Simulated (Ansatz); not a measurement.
# HPbNO4 under changes of volume

One of the cells (15.590 Å³/atom); the others are scaled copies at fixed shape and fractional positions:

```
H Pb N O
1.0
     4.27531   -0.00040    0.00636
    -2.08399    5.20775   -0.04907
    -2.12377   -1.86574    4.91491
H Pb N O
1 1 1 4
Cartesian
  2.2338 -1.5247 4.4769
  0.1373 4.0030 0.6652
  -2.0197 1.5311 2.4473
  2.2736 4.7756 0.1022
  -1.9905 2.6889 2.9560
  2.2225 1.4102 1.1945
  -2.0163 0.5081 3.1892
```

The cell was built by a generator and needn't be a form met in nature.

| Item | Value |
| --- | --- |
| Program | Ansatz 0.2.0 |
| Functional | PBE |
| Potentials or basis | all-electron LAPW, scalar-relativistic |
| Cutoff | 695 eV (chosen from the basis error) |
| Basis error allowed | 0.003 eV/atom |
| k mesh | 6 × 4 × 4 |
| Occupations | fermi-dirac, width 0.05 eV |
| Spin | no spin polarisation |

```csv
volume (Å³/atom),energy over the lowest point (meV/atom),pressure (GPa),gap on the mesh (eV),largest force (eV/Å)
14.654,16.03,5.9,2.97,1.726
14.966,6.77,3.7,2.94,1.089
15.278,1.56,1.7,2.90,0.498
15.590,0.00,-0.1,2.87,0.050
15.902,1.73,-1.7,2.84,0.556
16.213,?,?,?,?
16.525,13.80,-4.4,2.77,1.462
```

Question: What does the run at 16.213 Å³/atom give?

Answer: Energy over the lowest point 6.43 meV/atom; pressure -3.1 GPa; gap on the mesh 2.81 eV; largest force 1.026 eV/Å.

Worked out: A Birch-Murnaghan fit of order 3 (a polynomial in V^(-2/3)) to the other rows has its minimum at 15.58 Å³/atom with B0 = V·E''(V) = 85 GPa and B' = 4.1 at fixed shape and positions, which overstates the stiffness. It gives 6.42 meV/atom at 16.213 Å³/atom, against the run's 6.43, and -dE/dV = -3.1 GPa, against -3.1. A straight line through the other rows of the gap, of slope -1.66 eV per unit of ln V, gives 2.80 eV, against the run's 2.81.

Energies are extrapolated to zero smearing.

Caveats: spin-orbit coupling is left out, which as a rule narrows the gap of such compounds by several tenths of an eV; forces of over 1 eV/Å show positions far from the minimum, so gaps and moduli don't describe the material at rest (some runs).

A mesh can miss the band edges.
